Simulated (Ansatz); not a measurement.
**LiAg: small, medium and large basis sets**

An exercise on one series of results from a longer session: the logs are not shown, and one member is left open.

Method: one geometry, several basis sets; program: Ansatz 0.2.0, Gaussian basis.

Plan: PBE0-D4/def2-SVP; ωB97M-V/def2-SVP; PBE0-D4/def2-QZVPP; ωB97M-V/def2-QZVPP; the functionals' def2-TZVPP values are taken from earlier runs.

### The relaxed structure

All runs share one geometry, relaxed beforehand with PBE0-D4 in a triple-zeta def2 set. Ag takes the def2 core potential; no spin-orbit term is included.

SMILES `[Li][Ag]`, 2 atoms, charge 0, spin multiplicity 1.

Atoms are counted from 1 here; the program's logs count them from 0.

Bond lengths: Li1–Ag2 2.403 Å.

The first run:

The input, in.yaml:

```yaml
crystal:
  periodic: [false, false, false]
  atoms:
    - {symbol: Li, position_ang: [1.024454, -0.344785, 0.524355]}
    - {symbol: Ag, position_ang: [-1.024454, 0.344785, -0.524355]}
basis:
  gaussian: {orbitals: def2-SVP}
hamiltonian: {xc: pbe0, dispersion: d4}
output: {orbitals: {seedname: orbitals}}
```

Launch:

```
$ ansatz run in.yaml --threads 2 --pin off --events-out ev --progress --plain --max-ram 32768MiB --backend cpu
```

Among the steps run: PBE0-D4 in def2-SVP; ωB97M-V in def2-SVP; PBE0-D4 in def2-QZVPP; ωB97M-V in def2-QZVPP.

One table of the session follows, with a row left open; its other results are not shown here.

It belongs to the step «Functionals by basis». 

```
functional       basis  HOMO (eV)  LUMO (eV)
   PBE0-D4    def2-SVP          ?          ?
   PBE0-D4  def2-TZVPP      -4.69      -1.44
   PBE0-D4  def2-QZVPP      -4.69      -1.46
   ωB97M-V    def2-SVP      -6.34      -0.41
   ωB97M-V  def2-TZVPP      -6.40      -0.39
   ωB97M-V  def2-QZVPP      -6.41      -0.53
```

**Question.** Estimate the row for PBE0-D4, def2-SVP.

The run gave: HOMO (eV): -4.63; LUMO (eV): -1.41. In the column «HOMO (eV)» it is the highest.
